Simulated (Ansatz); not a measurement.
# BrClGeH4: the cost of one run

Program: Ansatz 0.2.0. Level of theory: RKS BLYP-D4/def2-SVP. These are calculated values, not measurements.

## (1) Starting point

Bond lengths: Ge1–Cl3 2.220 Å, Ge1–H4 1.549 Å, Ge1–H5 1.549 Å, Ge1–Br6 2.700 Å. Angles: Cl3–Ge1–H4 109.5°, Cl3–Ge1–H5 109.5°, Cl3–Ge1–Br6 67.1°, H4–Ge1–H5 109.5°, H4–Ge1–Br6 72.9°, H5–Ge1–Br6 176.5°.

Structure file:

```xyz
7

Ge    0.0000    0.0000    0.0000
H     0.0000    0.0000    1.9000
Cl    2.0935    0.0000   -0.7393
H    -0.7300    1.2648   -0.5162
H    -0.7300   -1.2648   -0.5162
Br    1.4160    2.1354    0.8514
H     0.5309    0.8006    1.9922
```

## (2) Pulling towards end A

Springs on the bonds that form and break draw the guess towards this end; the thresholds are loose.

The input, input.yaml:

```yaml
crystal:
  periodic: [false, false, false]
  atoms:
    - { symbol: Ge, position_ang: [0.0, 0.0, 0.0] }
    - { symbol: H, position_ang: [0.0, 0.0, 1.9] }
    - { symbol: Cl, position_ang: [2.0935, 0.0, -0.7393] }
    - { symbol: H, position_ang: [-0.73, 1.2648, -0.5162] }
    - { symbol: H, position_ang: [-0.73, -1.2648, -0.5162] }
    - { symbol: Br, position_ang: [1.416, 2.1354, 0.8514] }
    - { symbol: H, position_ang: [0.5309, 0.8006, 1.9922] }
basis:
  gaussian: { orbitals: def2-SVP }
hamiltonian:
  xc: blyp
  dispersion: d4
relax:
  f_tol: 0.15
  max_steps: 25
  restrain:
    - { distance: [0, 5], at: 3.6, k: 30.0 }
    - { distance: [6, 1], at: 1.86, k: 30.0 }
    - { distance: [0, 1], at: 1.55, k: 30.0 }
    - { distance: [6, 5], at: 1.55, k: 30.0 }
```

The run is started by

```bash
ansatz run input.yaml --threads 2 --pin off --max-ram 3072MiB --backend cpu --events-out ev --progress --plain --runs-dir out
```

Q: Estimate wall time and peak memory on 2 threads of Arm Neoverse V1, shared host.

About 18 s, with a peak of 0.12 GiB.
